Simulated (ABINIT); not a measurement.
Runs of ABINIT 10.8.3 (patched build) on Bi2Te3 (Tellurobismuthite). Symmetry: R-3m, No. 166, trigonal system. The conventional cell has a = 4.386 Å, b = 4.386 Å, c = 30.497 Å, α = 90.00°, β = 90.00°, γ = 120.00°. Bi (site symmetry 3m) is surrounded by 6 Te at 3.07 to 3.25 Å. Around Te (site symmetry 3m) lie 3 Bi at 3.07 Å. Te (site symmetry -3m) is surrounded by 6 Bi at 3.25 Å. 

```csv
level,potentials or basis,k mesh,mesh quality,gap on the mesh (eV),largest force (eV/Å)
PBE,JTH PAW PBE v2.0,4 × 4 × 4,not flagged,0.29,0.05
LDA,JTH PAW LDA v2.0,3 × 3 × 3,coarse,0.22,0.28
PBEsol,JTH PAW PBE v2.0,4 × 4 × 4,not flagged,0.24,0.11
LDA,JTH PAW LDA v2.0,4 × 4 × 4,not flagged,0.21,0.19
PBE,JTH PAW PBE v2.0,3 × 3 × 3,coarse,0.30,0.14
LDA,JTH PAW LDA v2.0,6 × 6 × 6,not flagged,(a),0.17
PBEsol,JTH PAW PBE v2.0,3 × 3 × 3,coarse,0.25,0.21
PBE,JTH PAW PBE v2.0,6 × 6 × 6,not flagged,0.28,(b)
```

Alike in all rows: task single point; no spin polarisation; cell as given; cutoff (eV) 408; smearing fermi-dirac 0.05 eV.

Problem. Estimate the missing entries.

Solution. (a) 0.20; (b) 0.02.

Caveats: some runs use coarse meshes; spin-orbit coupling is left out, which as a rule narrows the gap of such compounds by several tenths of an eV; an odd mesh through Γ misses points on the zone boundary, where band edges often lie (some runs); the PAW data sets were made with another functional, which shifts forces and pressure a little (some runs).

A k mesh can miss the band edges, and the runs leave out spin-orbit coupling on Bi, Te.
